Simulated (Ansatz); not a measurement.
# CH5Sn: the cost of one run

All numbers below are computed with Ansatz 0.2.0 (UKS PBE-D4/def2-TZVP).

### 1 The system as given

Bond lengths: C1–Sn2 2.125 Å, C1–H3 1.055 Å, C1–H4 1.098 Å, C1–H5 1.137 Å, Sn2–H6 1.769 Å, Sn2–H7 1.777 Å. Angles: C1–Sn2–H6 111.0°, C1–Sn2–H7 108.3°, H6–Sn2–H7 109.0°, Sn2–C1–H3 114.6°, Sn2–C1–H4 106.4°, Sn2–C1–H5 110.3°, H3–C1–H4 108.9°, H3–C1–H5 111.3°, H4–C1–H5 104.7°.

Coordinates:

```xyz
7

C    -0.6266   -0.5919   -0.4101
Sn    0.6081    0.4586    0.9636
H    -0.5913   -1.6423   -0.3176
H    -1.6546   -0.2523   -0.2257
H    -0.4012   -0.2626   -1.4748
H     0.4268    2.2075    0.7712
H     2.3001    0.0150    0.6476
```

### 2 Relaxing end A

The input, input.yaml:

```yaml
crystal:
  periodic: [false, false, false]
  atoms:
    - { symbol: C, position_ang: [-0.6266, -0.5919, -0.4101] }
    - { symbol: Sn, position_ang: [0.6081, 0.4586, 0.9636] }
    - { symbol: H, position_ang: [-0.5913, -1.6423, -0.3176] }
    - { symbol: H, position_ang: [-1.6546, -0.2523, -0.2257] }
    - { symbol: H, position_ang: [-0.4012, -0.2626, -1.4748] }
    - { symbol: H, position_ang: [0.4268, 2.2075, 0.7712] }
    - { symbol: H, position_ang: [2.3001, 0.015, 0.6476] }
magnetization:
  spin_polarized: true
  initial_magnetization: 1
basis:
  gaussian: { orbitals: def2-TZVP }
hamiltonian:
  xc: pbe
  dispersion: d4
relax:
  f_tol: 0.015
  max_steps: 40
output:
  orbitals: {}
```

Run with:

```
ansatz run input.yaml --threads 2 --pin off --max-ram 3072MiB --backend cpu --events-out ev --progress --plain --runs-dir out
```

What time and memory should one allow on 2 threads of Intel Xeon Platinum 8488C (Sapphire Rapids), shared host?

About 10 s, with a peak of 0.22 GiB.
